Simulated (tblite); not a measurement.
# C8H17B: the cost of one run

Computed with tblite 0.8.0 and PySCF 2.14.0, with density-fitted response routines of our own, on a single molecule in the gas phase. Atoms are numbered from 0 throughout.

## 1. The molecule as given

26 atoms, charge 0, multiplicity 1; geometry from: force field or distance geometry start.

Bonds of the start (Å): B0–C1 1.60, C1–C2 1.56, C2–C3 1.53, C3–C4 1.53, C1–C5 1.53, C5–C6 1.34, C5–C7 1.50, C7–C8 1.52, B0–H9 1.19, B0–H10 1.19, C1–H11 1.10, C2–H12 1.11, C2–H13 1.11, C3–H14 1.11, C3–H15 1.09, C4–H16 1.11, C4–H17 1.11, C4–H18 1.11, C6–H19 1.09, C6–H20 1.09, C7–H21 1.11, C7–H22 1.11, C8–H23 1.11, C8–H24 1.11, C8–H25 1.11.

## 2. Relaxing the molecule with GFN2-xTB

What the job is given:

```
{"job": {"kind": "relax", "xc": "GFN2-xTB", "basis": "xTB"}, "charge": 0, "multiplicity": 1}
B     -0.313400     2.306800     0.834900
C     -0.003600     0.982900    -0.004200
C      1.500300     0.593900     0.140600
C      1.866700    -0.568200    -0.788900
C      3.355700    -0.895500    -0.678600
C     -0.935900    -0.152700     0.420900
C     -0.910600    -0.642600     1.672400
C     -1.872400    -0.748000    -0.587000
C     -3.303300    -0.279000    -0.352800
H     -0.163300     2.337800     2.010100
H     -0.748800     3.262400     0.281800
H     -0.190700     1.236900    -1.056600
H      1.728300     0.338600     1.201200
H      2.119100     1.475200    -0.146700
H      1.289700    -1.474000    -0.491000
H      1.617200    -0.321100    -1.822000
H      3.627500    -1.168500     0.358500
H      3.958800    -0.020800    -0.999500
H      3.597400    -1.743500    -1.349100
H     -1.564300    -1.458600     1.969900
H     -0.246000    -0.236000     2.434000
H     -1.578400    -0.468100    -1.621400
H     -1.834000    -1.854800    -0.521900
H     -3.671500    -0.604900     0.646700
H     -3.977000    -0.706500    -1.121600
H     -3.368500     0.830700    -0.416400
```

Run with:

```console
$ OMP_NUM_THREADS=1 python probes_run.py task.json out
```

One launch serves the whole session: the jobs run in the order shown.

**Question.** How long does this first job take on 1 thread of Arm Neoverse N1, shared host, and how much memory does it need?

About 2.5 s, with a peak of 0.19 GiB.
